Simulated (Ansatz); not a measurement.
Consider vertical spin-state energies of C3H6B2, SMILES CBC1=CB1 (the Ansatz DFT code, driven from Python).

Contents of `c3h6b2.xyz`:
```text
11

C    -1.38030    0.79240    0.92630
B     0.01710    0.94260    0.27780
C     0.63740   -0.29520   -0.42040
C     0.66030   -1.64020   -0.79150
B     1.83140   -0.90590   -1.14620
H    -1.71800    1.83130    1.35010
H    -1.40160    0.06720    1.71510
H    -2.12080    0.57330    0.12140
H     0.61640    1.98410    0.36460
H     0.02620   -2.57620   -0.79230
H     2.89750   -0.83050   -1.58430
```

The script, `c3h6b2_spin.py`:
```python
"""Gap between spin states of C3H6B2 at one geometry."""

from dataclasses import dataclass

import ansatz as az


@dataclass(frozen=True)
class Settings:
    basis_set: str = "cc-pVDZ"
    functional: str = "r2scan"


opts = Settings()

geometry = az.Crystal.molecule_from_extxyz("c3h6b2.xyz")

job = geometry.calculation()
job = job.basis(gaussian=opts.basis_set)
job = job.functional(opts.functional)
found = {}
for unpaired in [0, 2]:
    data = job.spin("collinear", total=unpaired).run(threads=1, backend="cpu").report
    s = unpaired / 2
    found[unpaired] = data["free_energy_ev"]
    print(f"2S+1 = {unpaired + 1}: E = {found[unpaired]:.5f} eV, <S^2> = {abs(data['mean_field']['state']['spin_squared']):.3f} (pure state {s * (s + 1):.2f})")
lowest = min(found, key=found.get)
for unpaired, e in found.items():
    print(f"multiplicity {unpaired + 1}: {96.485332 * (e - found[lowest]):.1f} kJ/mol above the lowest")
```

Which spin state is lowest at this geometry, and how far above lie the others?

In order: multiplicity 1 (+0.00 eV) and multiplicity 3 (+2.33 eV), all at the one geometry.

The output:

```console
$ python c3h6b2_spin.py
2S+1 = 1: E = -4556.13448 eV, <S^2> = 0.000 (pure state 0.00)
2S+1 = 3: E = -4553.80912 eV, <S^2> = 2.008 (pure state 2.00)
multiplicity 1: 0.0 kJ/mol above the lowest
multiplicity 3: 224.4 kJ/mol above the lowest
```

Notes:
- Total energies depend on the basis set; only differences at equal settings carry meaning.
- The geometry is a force-field or estimated start, not a minimum of this method, and the basis set is short of its limit. All parts are taken at fixed geometry, without zero-point energy.
- The whole script took 21 s on 1 thread of Arm Neoverse V2, on a shared host, peak memory 0.26 GiB.
